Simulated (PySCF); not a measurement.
# CuS2: relaxation and vibrations of the doublet

Where does doublet CuS2 go from a PBE0 minimum start, is the end point a minimum, and what are its modes, charges and moments?

The runs use PySCF 2.14.0; PBE0, basis Cu def2-SVP, S def2-SVP, no relativity, density fitting.

**1. Where the work starts**

3 atoms, charge 0, spin multiplicity 2.

Bond lengths: Cu1–S2 2.250 Å, Cu1–S3 2.250 Å, S2–S3 2.076 Å. Angles: S2–Cu1–S3 55.0°, Cu1–S2–S3 62.5°, Cu1–S3–S2 62.5°.

Coordinates in bohr (charge 0 multiplicity 2):
```
Cu    0.0000    0.0000   -1.9011
S     1.9619    0.0000    1.8709
S    -1.9619    0.0000    1.8709
```

**2. First SCF at the start**

One driver script runs all steps and calls PySCF; scf.py shows how it sets up the SCF of each step. The optimiser is the driver's own. After this first run the driver tries any further starts and a stability analysis.

scf.py

```python
from pyscf import gto, scf, dft
mol = gto.M(atom='''
Cu    -0.000000     0.000000    -1.006005
S      1.038189    -0.000000     0.990050
S     -1.038189     0.000000     0.990050''',
    basis={'Cu': 'def2-SVP', 'S': 'def2-SVP'},
    charge=0, spin=1)
mf = dft.UKS(mol, xc='PBE0')
mf.grids.atom_grid = (50, 194)
aux = {'Cu': 'def2-universal-JKFIT', 'S': 'def2-universal-JKFIT'}
mf = mf.density_fit(auxbasis=aux)
mf.conv_tol = 1e-08
mf.diis_space = 10
mf.max_cycle = 60
mf.init_guess = 'minao'
mf.verbose = 4
mf.kernel()
```

Started as:

```bash
OMP_NUM_THREADS=2 python axn.py task.json out
```

Further steps of the session: PBE0 minimum start, doublet: relaxation; Hessian and properties.

Before running it: what results should come out? Wanted: minimum; geometry; wavenumbers; dipole moment; highest occupied, lowest empty level; polar-tensor charge of Cu1; zero-point energy; atomisation energy; ⟨S²⟩.

The runs gave:

```
                                          quantity                                                            value
                                           minimum                                                     doublet, C2v
                                          geometry  Cu–S 2.250 Å (×2), S–S 2.076 Å; Cu–S–S 62.5° (×2), S–Cu–S 55.0°
                                wavenumbers (cm⁻¹)                                     175 (b2), 272 (a1), 549 (a1)
                                     dipole moment                                                           4.58 D
highest occupied, lowest empty level (either spin)                                                  -5.26, -3.04 eV
                        polar-tensor charge of Cu1                                                          +0.45 e
                                 zero-point energy                                                       6.0 kJ/mol
                               entropy at 298.15 K                                                  296.3 J/(mol K)
         atomisation energy (no zero-point energy)                                                       594 kJ/mol
                                              ⟨S²⟩                                                            0.754
```

**Reading.** The molecule stays C2v, as typed, and the end point is a minimum. In the infrared the band at 272 cm⁻¹ (a1) leads. The first SCF alone would have been 29 kJ/mol too high. Other starts or spin states, not run here, may lie lower. One determinant may miss the lowest occupation of an open d or f shell.
